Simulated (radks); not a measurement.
**Valence configurations of As³⁺**

Aim: which of several valence configurations of As³⁺ lies lowest at this level, and whether it is the one NIST lists ([Ar] 3d10 4s2).

The numbers are computed with radks (a radial shooting solver on a logarithmic mesh, Libxc functionals) version 1 (scalar-relativistic Kohn-Sham, r2SCAN, spin-polarised, spherical densities, finite nucleus; open shells are filled with parallel spins first), except any that are marked as measured or tabulated.

## Step 1: Starting point

- element: arsenic (Z = 33)
- charge: +3
- electrons: 30
- configuration: [Ar] 3d10 4s2
- nuclear rms radius: 4.0968 fm
- others tried: 3d10 4s1 4p1; 3d9 4s2 4p1; 3d8 4s2 4p2; 3d8 4s1 4p3; 3d7 4s2 4p3; 3d9 4s1 4p2; 3d10 4p2

Outer shells as boxes (Hund's rule):

As³⁺
```
[Ar] core
3d [↑↓][↑↓][↑↓][↑↓][↑↓]
4s [↑↓]
```

## Step 2: [Ar] 3d10 4s2

Input:

```text
Z 33
configuration [Ar] 3d10 4s2
relativity scalar-relativistic
functional r2scan,r2scan
spin polarised
nucleus finite rms 4.0968 fm
c 137.035999084
```

## Step 3: [Ar] 3d10 4s1 4p1

Changes since step 2:

```diff
@@ -1,3 +1,3 @@
 Z 33
-configuration [Ar] 3d10 4s2
+configuration [Ar] 3d10 4s1 4p1
 relativity scalar-relativistic
```

## Step 4: [Ar] 3d9 4s2 4p1

Changes since step 3:

```diff
@@ -1,3 +1,3 @@
 Z 33
-configuration [Ar] 3d10 4s1 4p1
+configuration [Ar] 3d9 4s2 4p1
 relativity scalar-relativistic
```

## Step 5: [Ar] 3d8 4s2 4p2

Changes since step 4:

```diff
@@ -1,3 +1,3 @@
 Z 33
-configuration [Ar] 3d9 4s2 4p1
+configuration [Ar] 3d8 4s2 4p2
 relativity scalar-relativistic
```

## Step 6: [Ar] 3d8 4s1 4p3

Changes since step 5:

```diff
@@ -1,3 +1,3 @@
 Z 33
-configuration [Ar] 3d8 4s2 4p2
+configuration [Ar] 3d8 4s1 4p3
 relativity scalar-relativistic
```

## Step 7: [Ar] 3d7 4s2 4p3

Changes since step 6:

```diff
@@ -1,3 +1,3 @@
 Z 33
-configuration [Ar] 3d8 4s1 4p3
+configuration [Ar] 3d7 4s2 4p3
 relativity scalar-relativistic
```

## Step 8: [Ar] 3d9 4s1 4p2

Changes since step 7:

```diff
@@ -1,3 +1,3 @@
 Z 33
-configuration [Ar] 3d7 4s2 4p3
+configuration [Ar] 3d9 4s1 4p2
 relativity scalar-relativistic
```

## Step 9: [Ar] 3d10 4p2

Changes since step 8:

```diff
@@ -1,3 +1,3 @@
 Z 33
-configuration [Ar] 3d9 4s1 4p2
+configuration [Ar] 3d10 4p2
 relativity scalar-relativistic
```

Before running it: what results should come out? Wanted: for each run, valence; E − E(NIST configuration); moment; highest level; its energy; 1s shift.

As calculated:

```tsv
valence	E − E(NIST configuration) (eV)	moment (μB)	highest level	its energy (eV)	1s shift (eV)
3d10 4s2	0.000	0	4s	-44.730	+0.00
3d10 4s1 4p1	9.734	2	4p up	-35.009	-1.45
3d10 4p2	21.899	2	4p up	-35.688	-3.09
3d9 4s2 4p1	46.667	2	4p up	-36.711	-14.57
3d9 4s1 4p2	55.263	4	4p up	-38.471	-15.73
3d8 4s2 4p2	100.59	4	4p up	-40.253	-29.78
3d8 4s1 4p3	108.25	6	4p up	-41.660	-30.71
3d7 4s2 4p3	162.25	6	4p up	-43.513	-45.63
```

**Reading.** The NIST configuration is the lowest of those tried, 9.734 eV under 3d10 4s1 4p1. The energies are those of spherical high-spin densities, not of single terms. The 1s eigenvalue shifts by up to 45.63 eV as the valence charge is rearranged.
